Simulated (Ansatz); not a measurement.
# LuCrO4: one geometry, two states

An SCF can end in more than one state. Here LuCrO4, a database entry, slightly rescaled, is run from each state found earlier: which lies lowest, and what else changes?

All numbers below are computed with Ansatz 0.2.0 (DFT, LDA, plane waves, PAW).

### 1 The structure

The structure is tetragonal, space group I4_1/amd (No. 141). The conventional cell has a = 7.065 Å, b = 7.065 Å, c = 6.234 Å, α = 90.00°, β = 90.00°, γ = 90.00°. Lu (site symmetry -4m2) is surrounded by 8 O at 2.30 to 2.44 Å. Cr (site symmetry -4m2) has 4 O at 1.66 Å as nearest neighbours. O (site symmetry m) has 1 Cr at 1.66 Å and 1 Lu at 2.30 Å as nearest neighbours.

As a file:

```
CELL_PARAMETERS angstrom
-3.53271 3.53271 3.11695
3.53271 -3.53271 3.11695
3.53271 3.53271 -3.11695
ATOMIC_POSITIONS crystal
Lu 0.00000 0.00000 0.00000
Lu 0.75000 0.25000 0.50000
Cr 0.50000 0.50000 0.00000
Cr 0.25000 0.75000 0.50000
O 0.51400 0.33200 0.18200
O 0.08200 0.40000 0.31800
O 0.15000 0.33200 0.81800
O 0.08200 0.76400 0.68200
O 0.23600 0.91800 0.31800
O 0.66800 0.48600 0.81800
O 0.60000 0.91800 0.68200
O 0.66800 0.85000 0.18200
```

The states: A, Cr3 up, Cr4 down (collinear spin); B, Cr3 down, Cr4 down (collinear spin). Each run reads its own saved solution as saved_state.

### 2 State A: the run

input.yaml

```yaml
crystal:
  lattice:
    - [-3.53271024, 3.53271024, 3.11694941]
    - [3.53271024, -3.53271024, 3.11694941]
    - [3.53271024, 3.53271024, -3.11694941]
  atoms:
    - { symbol: Lu, position: [0.0, 0.0, 0.0], spin: 0.0 }
    - { symbol: Lu, position: [0.75, 0.25, 0.5], spin: 0.0 }
    - { symbol: Cr, position: [0.5, 0.5, 0.0], spin: 3.0 }
    - { symbol: Cr, position: [0.25, 0.75, 0.5], spin: -3.0 }
    - { symbol: O, position: [0.514, 0.332, 0.182], spin: 0.0 }
    - { symbol: O, position: [0.082, 0.4, 0.318], spin: 0.0 }
    - { symbol: O, position: [0.15, 0.332, 0.818], spin: 0.0 }
    - { symbol: O, position: [0.082, 0.764, 0.682], spin: 0.0 }
    - { symbol: O, position: [0.236, 0.918, 0.318], spin: 0.0 }
    - { symbol: O, position: [0.668, 0.486, 0.818], spin: 0.0 }
    - { symbol: O, position: [0.6, 0.918, 0.682], spin: 0.0 }
    - { symbol: O, position: [0.668, 0.85, 0.182], spin: 0.0 }
kpoints:
  mp_grid: { grid: [4, 4, 4], shift: [0.5, 0.5, 0.5] }
magnetization:
  spin_polarized: true
scf:
  occupations: { method: fermi_dirac, width: 0.0382 }
  lower_state_search: "off"
  max_iter: 200
hamiltonian:
  pseudopotentials: { kind: paw }
  xc: lda
basis:
  ecutwfc: 420
  fft_grid_basis: typed
output:
  forces: true
  stress: true
  eigenvalues: true
  bader: true
  populations: true
  elf: true
  write_potential: true
  volumetric_format: npy
  dos:
    e_range: [-12, 8]
    de: 0.05
    projected: { site_lists: { Cr: [Cr], Lu: [Lu], O: [O] } }
checkpoint:
  read: saved_state
```

### 4 State B: the run

input.yaml

```yaml
crystal:
  lattice:
    - [-3.53271024, 3.53271024, 3.11694941]
    - [3.53271024, -3.53271024, 3.11694941]
    - [3.53271024, 3.53271024, -3.11694941]
  symmetry: { detect: false, time_reversal: true }
  atoms:
    - { symbol: Lu, position: [0.0, 0.0, 0.0] }
    - { symbol: Lu, position: [0.75, 0.25, 0.5] }
    - { symbol: Cr, position: [0.5, 0.5, 0.0], spin: 3.0 }
    - { symbol: Cr, position: [0.25, 0.75, 0.5], spin: -3.0 }
    - { symbol: O, position: [0.514, 0.332, 0.182] }
    - { symbol: O, position: [0.082, 0.4, 0.318] }
    - { symbol: O, position: [0.15, 0.332, 0.818] }
    - { symbol: O, position: [0.082, 0.764, 0.682] }
    - { symbol: O, position: [0.236, 0.918, 0.318] }
    - { symbol: O, position: [0.668, 0.486, 0.818] }
    - { symbol: O, position: [0.6, 0.918, 0.682] }
    - { symbol: O, position: [0.668, 0.85, 0.182] }
kpoints:
  mp_grid: { grid: [4, 4, 4], shift: [0.5, 0.5, 0.5] }
  band_path:
    path:
      - [0.0, 0.0, 0.0]
      - [0.0, 0.0, 0.5]
      - [-0.5, 0.5, 0.5]
      - [0.0, 0.0, 0.0]
      - [0.44461821, 0.44461821, -0.44461821]
    npoints: 13
magnetization:
  spin_polarized: true
scf:
  occupations: { method: fermi_dirac, width: 0.0382 }
  lower_state_search: "off"
  max_iter: 200
hamiltonian:
  pseudopotentials: { kind: paw }
  xc: lda
basis:
  ecutwfc: 420
  fft_grid_basis: typed
output:
  forces: true
  stress: true
  eigenvalues: true
  bader: true
  populations: true
  elf: true
  write_potential: true
  volumetric_format: npy
  dos:
    e_range: [-12, 8]
    de: 0.05
    projected: { site_lists: { Cr: [Cr], Lu: [Lu], O: [O] } }
checkpoint:
  read: saved_state
```

(Steps that only read results are left out.)

Before running it: what results should come out? Wanted: for each run, free energy; largest site moment; size of the net moment; gap; pressure; largest force.

The runs gave:

```
state  free energy (meV/atom)  largest site moment (μB)  size of the net moment (μB/cell)  gap (eV)  pressure (GPa)  largest force (eV/Å)  SCF cycles
    A                     4.0                      0.56                              0.00     metal            -5.5                  1.69          49
    B                     0.0                      0.64                              1.87     metal            -5.4                  1.70          18
```

What this shows: State B wins by 4.0 meV per atom over A. The atoms are far from rest (forces to 1.7 eV/Å), so order and character hold for this geometry alone. Every run converged, so convergence alone does not show that a state is the lowest.

Keep in mind: a 3d oxide or halide that comes out metallic without a U or exact exchange, which may be an insulator in nature; the k mesh is coarse for a cell without a gap.
